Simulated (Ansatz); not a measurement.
**MoN (quartet): from Hartree-Fock to the top rungs, def2-TZVPP**

An exercise on one series of results from a longer session: the logs are not shown, and one member is left open.

Program: Ansatz 0.2.0, Gaussian basis. Level of theory: def2-TZVPP, core rule «outside noble gas», up to 5 orbitals frozen. These are calculated values, not measurements.

The runs, in order: UHF; ROHF; CCSD(T) on UHF.

### The system

The geometry is a PBE0/def2-TZVP stationary point (not a proven minimum) of the parent state, kept for this charge and spin. No spin-orbit coupling is included. Elements past krypton take def2 core potentials.

2 atoms, charge 0, spin multiplicity 4.

Atoms are counted from 1 here; the program's logs count them from 0.

Bond lengths: Mo1–N2 1.834 Å.

Geometry (Å):

```xyz
2
charge 0, multiplicity 4
Mo    0.0000    0.0000    0.0000
N     0.0000    0.0000    1.8338
```

The first run:

in.yaml

```yaml
crystal:
  periodic: [false, false, false]
  atoms:
    - {symbol: Mo, position_ang: [0.000000, 0.000000, 0.000000]}
    - {symbol: N, position_ang: [0.000000, 0.000000, 1.833800]}
basis:
  gaussian: {orbitals: def2-TZVPP}
magnetization: {spin_polarized: true, initial_magnetization: 3}
hamiltonian: {xc: hf}
output: {orbitals: {seedname: orbitals}}
```

On the command line:

```sh
> ansatz run in.yaml --threads 1 --pin off --events-out ev --progress --plain --max-ram 4096MiB --backend cpu
```

Among the steps run: UHF; ROHF; CCSD(T) on UHF.

One table of the session follows, with a row left open; its other results are not shown here.

It belongs to the step «Misses and costs». 

| method | from UCCSD(T) (kcal/mol) |
| --- | --- |
| ROHF | +282.52 |
| UHF | +211.31 |
| UMP2 | ? |
| UCCSD | +14.62 |
| UCCSD(T) | 0 |

**Question.** Estimate the row for UMP2.

**Answer.** from UCCSD(T) (kcal/mol): +46.25. In the column «from UCCSD(T) (kcal/mol)» it lies between UCCSD (+14.62) and UHF (+211.31).

Limits of these values: The determinant is far from a pure spin state, so its energy mixes those of several spin states (harmless only where they are near-degenerate, as at dissociation).
